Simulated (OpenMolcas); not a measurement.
**C2HClFIn (SMILES C#[C][In]([F])[Cl]): a chain of runs**

We compute a single-point energy (HF/ANO-R0), then the energy (CASSCF(2,2)/ANO-R1), then the energy along one coordinate (CASPT2(2,2)/ANO-R1), then the energy along one coordinate (SC-NEVPT2(2,2)/ANO-R1), then an energy scan (MC-PDFT[tPBE](2,2)/ANO-R1) of C2HClFIn. 

The calculation is run with OpenMolcas 26.06.

## 1. The system as given

The species is C2HClFIn (6 atoms), meant as a singlet with charge 0. SMILES: `C#[C][In]([F])[Cl]`. The coordinates come from a PBE0-D4/def2-TZVP relaxation.

Bond lengths: C1–C2 1.206 Å, C2–In3 2.048 Å, In3–F4 1.933 Å, In3–Cl5 2.293 Å, C1–H6 1.067 Å. Angles: C1–C2–In3 179.4°, C2–In3–F4 120.7°, C2–In3–Cl5 127.6°, F4–In3–Cl5 111.7°, C2–C1–H6 179.8°.

## 2. A single-point energy at HF/ANO-R0 (sfX2C) (run 1)

The input, input.xyz:

```xyz
6

C      1.088300     0.340300     1.700800
C      0.438900     0.120100     0.708700
In    -0.655800    -0.235700    -0.984700
F     -1.773600    -1.806600    -1.123700
Cl    -0.759200     1.049500    -2.880900
H      1.661500     0.532400     2.579900
```

The input, step1.input:

```
&GATEWAY
COORD=input.xyz
BASIS=ANO-R0
GROUP=NoSym
&SEWARD
&SCF
PRORBITALS=0
&LOCALISATION
OCCUPIED
FREEZE
PIPEK-MEZEY
&LOCALISATION
FILEORB=$Project.LocOrb
VIRTUAL
PIPEK-MEZEY
```

Launch:

```
export MOLCAS_MEM=1860
pymolcas step1.input > step1.log
```

The program printed:

```text
--- Start Module: gateway ---
[...]
--- Stop Module: gateway /rc=_RC_ALL_IS_WELL_ ---
[...]
      Basis functions           52
[...]
       Convergence after  13 Iterations
[...]
::    Total SCF energy                              -6514.7548997766
[...]
      Total spin, S                                     0.0000000000
[...]
      Total electronic charge=   88.000000
      Total            charge=   -0.000000
[...]
      Dipole Moment (debye):
      Origin of the operator (angstrom)=   -0.5962   -0.0962   -1.0508
                   X=  7.1114E-01               Y= -1.5675E-01               Z=  1.6103E+00           Total=  1.7673E+00
      Quadrupole Moment (debye*angstrom):
[...]
--- Start Module: localisation ---
[...]
--- Stop Module: localisation /rc=_RC_ALL_IS_WELL_ ---
--- Start Module: localisation ---
[...]
--- Stop Module: localisation /rc=_RC_ALL_IS_WELL_ ---
[...]
```

Wall time 5.4 s (1 thread of Intel Xeon 6975P-C (Granite Rapids), shared host); peak memory 0.42 GiB.

## 3. A single-point energy at CASSCF(2,2)/ANO-R1 (sfX2C, RICD fitting) (run 2)

input.xyz is that of step 2.

The input, step2.inp:

```
&GATEWAY
Coord=input.xyz
Basis=ANO-R0
Group=NoSym
&SEWARD
&RASSCF
FileOrb=$CurrDir/step1.LocOrb
Alter=2
1 36 44
1 45 50
Spin=1
Nactel=2 0 0
Inactive=43
Ras2=2
OrbListing=Nothing
>>> COPY $Project.RunFile RUNFIL1
>>> COPY $Project.RasOrb INPORB
&GATEWAY
Coord=input.xyz
Basis=ANO-R1
Group=NoSym
RICD
&SEWARD
>>> COPY $Project.RunFile RUNFIL2
&EXPBAS
&RASSCF
FileOrb=$Project.ExpOrb
Spin=1
Nactel=2 0 0
Inactive=43
Ras2=2
OrbListing=Nothing
```

Launch:

```
export MOLCAS_MEM=1860
pymolcas step2.inp > step2.log
```

The program printed:

```text
--- Start Module: gateway ---
[...]
      Basis functions           52
[...]
      Number of active orbitals                  2
[...]
      Spin quantum number                      0.0
[...]
      Active orbitals                            2
[...]
      Number of CSFs                             3
[...]
      Number of root(s) required                 1
[...]
      Convergence after 12 iterations
[...]
      printout of CI-coefficients larger than  0.05 for root  1
      energy=   -6514.765963
      conf/sym  11     Coeff  Weight
             1  20   0.99469 0.98941
             3  02  -0.10289 0.01059
      Natural orbitals and occupation numbers for root  1
      sym 1:   1.978826   0.021174
      ************************************************************************************************************************
      *                                                    Final results                                                     *
[...]
::    RASSCF root number  1 Total energy:  -6514.76596261
[...]
      Basis functions          108
[...]
      Convergence after 16 iterations
[...]
      Natural orbitals and occupation numbers for root  1
      sym 1:   1.980996   0.019004
      ************************************************************************************************************************
      *                                                    Final results                                                     *
[...]
::    RASSCF root number  1 Total energy:  -6515.18592211
[...]
      Total electronic charge=   88.000000
      Total            charge=   -0.000000
[...]
      Dipole Moment (debye):
      Origin of the operator (angstrom)=   -0.5962   -0.0962   -1.0508
                   X=  2.2385E+00               Y=  1.2105E+00               Z=  2.8260E+00           Total=  3.8030E+00
      Quadrupole Moment (debye*angstrom):
[...]
```

Wall time 21 s (1 thread of Intel Xeon 6975P-C (Granite Rapids), shared host); peak memory 0.41 GiB.

## 4. An energy scan at CASPT2(2,2)/ANO-R1 (sfX2C, RICD fitting, ipea shift 0.25 Eh, pt2 variant SS) (run 3)

The input, step3.inp:

```
>>> COPY $CurrDir/step2.RasOrb $Project.RasOrb
>>> ForEach K in (1, 2, 3, 4, 5, 6, 7, 8, 9)

&GATEWAY
 COORD = $CurrDir/point$K.xyz
 BASIS = ANO-R1
 GROUP = NoSym
 RICD

&SEWARD

&RASSCF
 FILEORB = $Project.RasOrb
 SPIN = 1
 NACTEL = 2 0 0
 INACTIVE = 43
 RAS2 = 2
 ORBLISTING = Nothing

&CASPT2
 IMAGINARY = 0.2
 FROZEN = 26
>>> EndDo
```

Launch:

```
export MOLCAS_MEM=1860
pymolcas step3.inp > step3.log
```

The program printed:

```text
[...]
      Basis functions          108
[...]
      Number of active orbitals                  2
[...]
      Spin quantum number                      0.0
[...]
      Active orbitals                            2
[...]
      Number of CSFs                             3
[...]
      Number of root(s) required                 1
[...]
      Convergence after 23 iterations
[...]
      printout of CI-coefficients larger than  0.05 for root  1
      energy=   -6515.160597
      conf/sym  11     Coeff  Weight
             1  20   0.99668 0.99337
             3  02  -0.08142 0.00663
      Natural orbitals and occupation numbers for root  1
      sym 1:   1.986743   0.013257
      ************************************************************************************************************************
      *                                                    Final results                                                     *
[...]
::    RASSCF root number  1 Total energy:  -6515.16059686
[...]
::    CASPT2 Root  1     Total energy:  -6516.11804569
[...]
      Convergence after 17 iterations
[...]
      Natural orbitals and occupation numbers for root  1
      sym 1:   1.980980   0.019020
      ************************************************************************************************************************
      *                                                    Final results                                                     *
[...]
      Convergence after 14 iterations
[...]
      Convergence after 12 iterations
[...]
      Convergence after 10 iterations
[...]
::    RASSCF root number  1 Total energy:  -6515.03858133
[...]
::    CASPT2 Root  1     Total energy:  -6515.97413770
[...]
      Convergence after  8 iterations
[...]
::    RASSCF root number  1 Total energy:  -6515.03799695
[...]
      Reference weight:           0.78079
[...]
::    CASPT2 Root  1     Total energy:  -6515.97275633
[...]
```

Wall time 2.6 min (1 thread of Intel Xeon 6975P-C (Granite Rapids), shared host); peak memory 0.28 GiB.

The scan, from its lowest point:

| In3–C2 (Å) | energy (kJ/mol) |
| --- | --- |
| 1.843 | 48.4 |
| 2.048 | 0.0 |
| 2.252 | 28.1 |
| 2.559 | 119.3 |
| 2.969 | 244.9 |
| 3.481 | 352.8 |
| 4.095 | 409.2 |
| 4.914 | 426.3 |
| 6.143 | 429.9 |

## 5. An energy scan at SC-NEVPT2(2,2)/ANO-R1 (sfX2C, RICD fitting, pt2 variant SC-NEVPT2) (run 4)

The input, step4.inp:

```
>>> EXPORT MOLCAS_PRINT=2
>>> COPY $CurrDir/step2.RasOrb $Project.RasOrb
>>> ForEach K in (1, 2, 3, 4, 5, 6, 7, 8, 9)

&GATEWAY
 Coord
 $CurrDir/point$K.xyz
 Basis
 ANO-R1
 Group
 NoSym
 RICD

&SEWARD

&RASSCF
 FileOrb
 $Project.RasOrb
 Spin
 1
 Nactel
 2 0 0
 Inactive
 43
 Ras2
 2
 OrbListing
 Nothing

&CASPT2
 SC-NEVPT2
 Frozen
 26
>>> EndDo
```

Launch:

```
export MOLCAS_MEM=1860
pymolcas step4.inp > step4.log
```

The program printed:

```text
--- Start Module: gateway ---
[...]
      Basis functions          108
[...]
      Number of active orbitals                  2
[...]
      Spin quantum number                      0.0
[...]
      Active orbitals                            2
[...]
      Number of CSFs                             3
[...]
      Number of root(s) required                 1
[...]
      Convergence after 23 iterations
[...]
      printout of CI-coefficients larger than  0.05 for root  1
      energy=   -6515.160597
      conf/sym  11     Coeff  Weight
             1  20   0.99668 0.99337
             3  02  -0.08142 0.00663
      Natural orbitals and occupation numbers for root  1
      sym 1:   1.986743   0.013257
      ************************************************************************************************************************
      *                                                    Final results                                                     *
[...]
::    RASSCF root number  1 Total energy:  -6515.16059686
[...]
::    SC-NEVPT2 Root  1     Total energy:  -6516.11282078
[...]
      Convergence after 17 iterations
[...]
      Natural orbitals and occupation numbers for root  1
      sym 1:   1.980980   0.019020
      ************************************************************************************************************************
      *                                                    Final results                                                     *
[...]
      Convergence after 14 iterations
[...]
      Convergence after 12 iterations
[...]
      Convergence after 10 iterations
[...]
::    RASSCF root number  1 Total energy:  -6515.03858133
[...]
::    SC-NEVPT2 Root  1     Total energy:  -6515.97054110
[...]
      Convergence after  8 iterations
[...]
::    RASSCF root number  1 Total energy:  -6515.03799695
[...]
::    SC-NEVPT2 Root  1     Total energy:  -6515.96939111
[...]
```

It took 2.4 min on 1 thread of Intel Xeon 6975P-C (Granite Rapids), shared host; peak memory 0.28 GiB.

The scan, from its lowest point:

| In3–C2 (Å) | energy (kJ/mol) |
| --- | --- |
| 1.843 | 50.4 |
| 2.048 | 0.0 |
| 2.252 | 26.3 |
| 2.559 | 115.5 |
| 2.969 | 240.8 |
| 3.481 | 351.5 |
| 4.095 | 408.2 |
| 4.914 | 423.9 |
| 6.143 | 427.0 |

## 6. The energy along one coordinate at MC-PDFT[tPBE](2,2)/ANO-R1 (sfX2C, RICD fitting) (run 5)

The input, step5.inp:

```
>>> EXPORT MOLCAS_PRINT=2
>>> COPY $CurrDir/step2.RasOrb $Project.RasOrb
>>> ForEach K in (1, 2, 3, 4, 5, 6, 7, 8, 9)

&GATEWAY
  COORD=$CurrDir/point$K.xyz
  BASIS=ANO-R1
  GROUP=NoSym
  RICD

&SEWARD

&RASSCF
  FILEORB=$Project.RasOrb
  SPIN=1
  NACTEL=2 0 0
  INACTIVE=43
  RAS2=2
  ORBLISTING=Nothing

&MCPDFT
  KSDFT=T:PBE
>>> EndDo
```

Launch:

```
export MOLCAS_MEM=1860
pymolcas step5.inp > step5.log
```

The program printed:

```text
--- Start Module: gateway ---
[...]
      Basis functions          108
[...]
      Number of active orbitals                  2
[...]
      Spin quantum number                      0.0
[...]
      Active orbitals                            2
[...]
      Number of CSFs                             3
[...]
      Number of root(s) required                 1
[...]
      Convergence after 23 iterations
[...]
      printout of CI-coefficients larger than  0.05 for root  1
      energy=   -6515.160597
      conf/sym  11     Coeff  Weight
             1  20   0.99668 0.99337
             3  02  -0.08142 0.00663
      Natural orbitals and occupation numbers for root  1
      sym 1:   1.986743   0.013257
      ************************************************************************************************************************
      *                                                    Final results                                                     *
[...]
::    RASSCF root number  1 Total energy:  -6515.16059686
[...]
::    MCPDFT root number  1 Total energy:  -6518.58216967
[...]
      Convergence after 17 iterations
[...]
      Natural orbitals and occupation numbers for root  1
      sym 1:   1.980980   0.019020
      ************************************************************************************************************************
      *                                                    Final results                                                     *
[...]
      Convergence after 14 iterations
[...]
      Convergence after 12 iterations
[...]
      Convergence after 10 iterations
[...]
::    RASSCF root number  1 Total energy:  -6515.03858133
[...]
::    MCPDFT root number  1 Total energy:  -6518.43661369
[...]
      Convergence after  8 iterations
[...]
::    RASSCF root number  1 Total energy:  -6515.03799695
[...]
::    MCPDFT root number  1 Total energy:  -6518.43575973
[...]
```

It took 2.4 min on 1 thread of Intel Xeon 6975P-C (Granite Rapids), shared host; peak memory 0.28 GiB.

The scan, from its lowest point:

| In3–C2 (Å) | energy (kJ/mol) |
| --- | --- |
| 1.843 | 49.9 |
| 2.048 | 0.0 |
| 2.252 | 24.0 |
| 2.559 | 108.9 |
| 2.969 | 229.6 |
| 3.481 | 343.8 |
| 4.095 | 412.8 |
| 4.914 | 432.0 |
| 6.143 | 434.3 |

## 7. What came out

| quantity | value |
| --- | --- |
| run 1, HF/ANO-R0: total energy | -6514.75490 Eh |
| run 1, HF/ANO-R0: dipole moment | 1.77 D |
| run 1, HF/ANO-R0: HOMO energy | -11.04 eV |
| run 1, HF/ANO-R0: LUMO energy | 0.98 eV |
| run 1, HF/ANO-R0: HOMO–LUMO gap | 12.02 eV |
| run 2, CASSCF(2,2)/ANO-R1: total energy | -6515.18592 Eh |
| run 2, CASSCF(2,2)/ANO-R1: dipole moment (CASSCF density) | 3.80 D |
| run 3, CASPT2(2,2)/ANO-R1: lowest energy of the scan | -6516.13649 Eh |
| run 4, SC-NEVPT2(2,2)/ANO-R1: lowest energy of the scan | -6516.13201 Eh |
| run 5, MC-PDFT[tPBE](2,2)/ANO-R1: lowest energy of the scan | -6518.60116 Eh |

In words: Mulliken charges (run 1, HF/ANO-R0) run from -0.40 on C1 to +1.07 on In3; they depend strongly on the basis.
